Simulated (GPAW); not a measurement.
The system is As2Se.

```
Se As
1.0
    -3.52942    3.52942    2.65357
     3.52942   -3.52942    2.65357
     3.52942    3.52942   -2.65357
Se As
2 4
Cartesian
  3.5294 0.0000 1.3268
  0.0000 0.0000 2.6536
  -1.7647 3.5294 1.9902
  1.7647 3.5294 1.9902
  0.0000 1.7647 0.6634
  0.0000 5.2941 0.6634
```

The cell comes from a database or a generator and needn't be the stable form of this composition.

Base run:

```yaml
Program: GPAW 26.7.0
Functional: PBEsol
Potentials_or_basis: PAW data sets generated in the run's folder for this functional
Cutoff: 600 eV
Basis: pw
k_mesh: 5 × 5 × 5
Occupations: fermi-dirac, width 0.05 eV
Spin: no spin polarisation
```

Its results: pressure -3.1 GPa.

Q: The run is repeated on the same cell with these changes: functional from PBEsol to LDA; potentials or basis from PAW data sets generated in the run's folder for this functional to the program's PAW data sets (release 1.2.1) made for this functional. What comes out?

A: Pressure -4.6 GPa.
